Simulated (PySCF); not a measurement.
# C10H8: the cost of one run

Program: PySCF 2.14.0. Level of theory: levels as typed in each script, gas phase, geometry from GFN2-xTB. These are calculated values, not measurements.

1 further run of the same task is left out (it didn't finish).

**1. Starting geometry**

SMILES `c1ccc2cccc2cc1`, 18 atoms, charge 0, spin multiplicity 1.

Bond lengths: C1–C2 1.388 Å, C1–C10 1.388 Å, C1–H11 1.084 Å, C2–C3 1.387 Å, C2–H12 1.083 Å, C3–C4 1.382 Å, C3–H13 1.085 Å, C4–C5 1.396 Å, C4–C8 1.487 Å, C5–C6 1.392 Å, C5–H14 1.075 Å, C6–C7 1.392 Å, C6–H15 1.076 Å, C7–C8 1.396 Å, C7–H16 1.075 Å, C8–C9 1.382 Å, C9–C10 1.387 Å, C9–H17 1.085 Å and more. Angles: C2–C1–C10 129.9°, C2–C1–H11 115.0°, C10–C1–H11 115.0°, C1–C2–C3 128.8°, C1–C2–H12 115.5°, C3–C2–H12 115.7°, C2–C3–C4 128.6°, C2–C3–H13 116.1°, C4–C3–H13 115.3°, C3–C4–C5 126.0°, C3–C4–C8 127.6°, C5–C4–C8 106.4°, C4–C5–C6 108.9°, C4–C5–H14 125.2°, C6–C5–H14 125.9°, C5–C6–C7 109.5°, C5–C6–H15 125.2°, C7–C6–H15 125.2° and more.

Geometry (Å):

```xyz
18

C     2.4826    0.0000    0.0000
C     1.8951    1.2576    0.0000
C     0.5474    1.5877    0.0000
C    -0.5467    0.7436    0.0000
C    -1.8866    1.1368    0.0000
C    -2.6893    0.0000    0.0000
C    -1.8867   -1.1367    0.0000
C    -0.5468   -0.7436    0.0000
C     0.5474   -1.5877    0.0000
C     1.8950   -1.2576    0.0000
H     3.5670   -0.0001    0.0000
H     2.5837    2.0940    0.0000
H     0.3159    2.6478    0.0000
H    -2.2339    2.1539    0.0000
H    -3.7656   -0.0002    0.0000
H    -2.2340   -2.1538    0.0000
H     0.3158   -2.6478    0.0000
H     2.5836   -2.0941    0.0000
```

**2. Density, bond paths and surface potential (r2SCAN/def2-svp)**

File input.py:

```python
import numpy as np
from pyscf import gto, scf, dft
from pyscf.scf import atom_ks, atom_hf
from scipy.linalg import block_diag

def solve(mol, dm0=None, hcore=None):
    mf = (dft.UKS if mol.spin else dft.RKS)(mol, xc='r2scan')
    mf.grids.level = 3
    mf = mf.density_fit(auxbasis='def2-universal-jkfit')
    mf.conv_tol, mf.max_cycle = 1e-8, 80
    if hcore is not None:
        mf.get_hcore = lambda *args: hcore
    mf.kernel(dm0)
    if not mf.converged:
        mf = mf.newton().run(mf.mo_coeff, mf.mo_occ, max_cycle=30)
    assert mf.converged, 'SCF not converged'
    return mf

mol = gto.M(atom='''
C      2.48259    -0.00002     0.00000
C      1.89506     1.25759     0.00000
C      0.54742     1.58770     0.00000
C     -0.54675     0.74362     0.00000
C     -1.88664     1.13682     0.00000
C     -2.68932    -0.00002     0.00000
C     -1.88668    -1.13673     0.00000
C     -0.54678    -0.74358     0.00000
C      0.54736    -1.58770     0.00000
C      1.89501    -1.25763     0.00000
H      3.56696    -0.00015     0.00000
H      2.58368     2.09398     0.00000
H      0.31590     2.64779     0.00000
H     -2.23389     2.15393     0.00000
H     -3.76558    -0.00019     0.00000
H     -2.23397    -2.15383     0.00000
H      0.31580    -2.64778     0.00000
H      2.58360    -2.09405     0.00000
''', basis='def2-svp', charge=0, spin=0, verbose=4)
mf = solve(mol)
mf.analyze()
# spherically averaged free atoms, for the promolecule
atm = atom_ks.get_atm_nrks(mol, xc='r2scan')
pro = block_diag(*[(atm[a[0]][2] * atm[a[0]][3]) @ atm[a[0]][2].T for a in mol._atom])
np.savez('result.npz', e=mf.e_tot, c=mf.mo_coeff, occ=mf.mo_occ, eps=mf.mo_energy, pro=pro, dip=mf.dip_moment(verbose=0), s2=mf.spin_square()[0])
```

Run with:

```bash
> OMP_NUM_THREADS=1 python input.py
```

**Question.** How long does this run take on 1 thread of Intel Xeon Platinum 8488C (Sapphire Rapids), shared host, and how much memory does it need?

About 60 s, with a peak of 0.74 GiB.
